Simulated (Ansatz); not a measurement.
# MnS (Fm-3m): the volume at zero pressure

Where does the pressure of MnS (Fm-3m) vanish?

The COD entry's cell or inner coordinates are ideal or old and differ from later refinements, so a difference from it is no clean test against experiment.

Computed with Ansatz 0.2.0 (DFT PBE+U (U_eff = 3.9 eV on Mn 3d), scalar-relativistic, plane waves, PAW, unless a step's input says otherwise).

## (1) Starting point

The structure is cubic, space group Fm-3m (No. 225). The conventional cell has a = 5.209 Å, b = 5.209 Å, c = 5.209 Å, α = 90.00°, β = 90.00°, γ = 90.00°. Mn (site symmetry m-3m) has 6 S at 2.60 Å as nearest neighbours. S (site symmetry m-3m) is surrounded by 6 Mn at 2.60 Å.

Structure file:

```xyz
2
Lattice="0.0000 2.6045 2.6045 2.6045 0.0000 2.6045 2.6045 2.6045 0.0000" Properties=species:S:1:pos:R:3 pbc="T T T"
Mn    0.0000    0.0000    0.0000
S     2.6045    2.6045    2.6045
```

The moments start at Mn 5.00 μB.

## (2) First run, at the start cell

input.yaml

```yaml
crystal:
  lattice:
    - [0.0, 2.6045, 2.6045]
    - [2.6045, 0.0, 2.6045]
    - [2.6045, 2.6045, 0.0]
  atoms:
    - { symbol: Mn, position: [0.0, 0.0, 0.0], spin: 5.0 }
    - { symbol: S, position: [0.5, 0.5, 0.5] }
basis:
  ecutwfc: 420
  ecutrho_ratio: 4
kpoints:
  mp_grid: { grid: [5, 5, 5] }
hamiltonian:
  xc: pbe
  hubbard: { sites: [{ species: Mn, l: d, u_eff: 3.9 }] }
scf:
  occupations: { method: gaussian, width: 0.05 }
output:
  forces: true
  stress: true
  eigenvalues: true
  populations: true
  hubbard: { sites: [{ species: Mn, l: d }] }
magnetization:
  spin_polarized: true
```

On the command line:

```bash
$ ansatz run input.yaml --threads 4 --pin off --max-ram 10240MiB --backend cpu --events-out ev --progress --plain --runs-dir out
```

After this run come: The same volume, run 2; Volume adjusted, run 3; A new volume, run 4.

What does the calculation give? Wanted: volume; pressure; conventional cell; gap on the mesh; moments in the spheres.

**Answer**, as computed:

| quantity | value |
| --- | --- |
| volume | 18.701 Å³/atom |
| pressure | -0.02 GPa |
| conventional cell | a = 5.309 Å, b = 5.309 Å, c = 5.309 Å, α = 90.00°, β = 90.00°, γ = 90.00° |
| gap on the mesh | 0.91 eV |
| moments in the spheres | Mn 4.54; S 0.10 μB |

In words: The volume went from 17.67 to 18.70 Å³/atom (+5.8 %), where 0.02 GPa is left. Only the order of the starting moments is followed; others weren't tried in this session. Open d and f shells can converge to several self-consistent states; these numbers belong to the ones reached here.
